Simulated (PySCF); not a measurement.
# C3H9Cl3GeSi (GeCl3(SiMe3)): the cost of one run

Programs: PySCF 2.14.0, with density-fitted response routines of our own. Each step states its level of theory. These are calculated values for one molecule in the gas phase, unless marked as measured. Atoms count from 0, in the outputs and in this text.

## 1. The molecule as given

17 atoms, charge 0, multiplicity 1; geometry from: GFN2-xTB. The atoms were then displaced at random by about 0.03 Å, so the start is not that level's minimum.

Bonds of the start (Å): Ge0–Cl1 2.16, Ge0–Cl2 2.08, Ge0–Cl3 2.24, Ge0–Si4 2.49, Si4–C5 1.88, Si4–C6 1.88, Si4–C7 1.89, C5–H8 1.07, C5–H9 1.12, C5–H10 1.06, C6–H11 1.11, C6–H12 1.18, C6–H13 1.12, C7–H14 1.07, C7–H15 1.03, C7–H16 1.09.

## 2. Optimising the geometry at PBE0-D3(BJ)/def2-SVP

Job settings and geometry (Å):

```
{"job": {"xc": "PBE0", "basis": "def2-SVP", "d3": "d3bj", "grid": 1, "maxiter": 40, "shake": 0.03, "kind": "geom"}, "charge": 0, "multiplicity": 1}
Ge     1.068650     1.660740     0.720330
Cl     1.098350     1.955670     2.864600
Cl     3.027630     1.916010     0.062890
Cl     0.238910     3.637350     0.054090
Si    -0.180930    -0.314790    -0.147750
C      0.810490    -1.746450     0.567540
C     -1.899370    -0.164890     0.602250
C     -0.045090    -0.133930    -2.025190
H      0.399930    -2.697520     0.319160
H      0.825830    -1.751440     1.691560
H      1.827680    -1.729860     0.261950
H     -1.881370    -0.135530     1.708150
H     -2.495420     0.787830     0.241260
H     -2.605180    -0.984940     0.322320
H     -0.608700     0.718300    -2.350440
H      0.939730    -0.051450    -2.322710
H     -0.549680    -0.965690    -2.509740
```

Run with:

```sh
$ OMP_NUM_THREADS=2 python probes_run.py task.json out
```

The driver reads the jobs from task.json and runs them one after another.

**Question.** How long does this first job take on 2 threads of Intel Xeon Platinum 8375C at 2.90GHz, shared host, and how much memory does it need?

About 1.9 min, with a peak of 1.1 GiB.
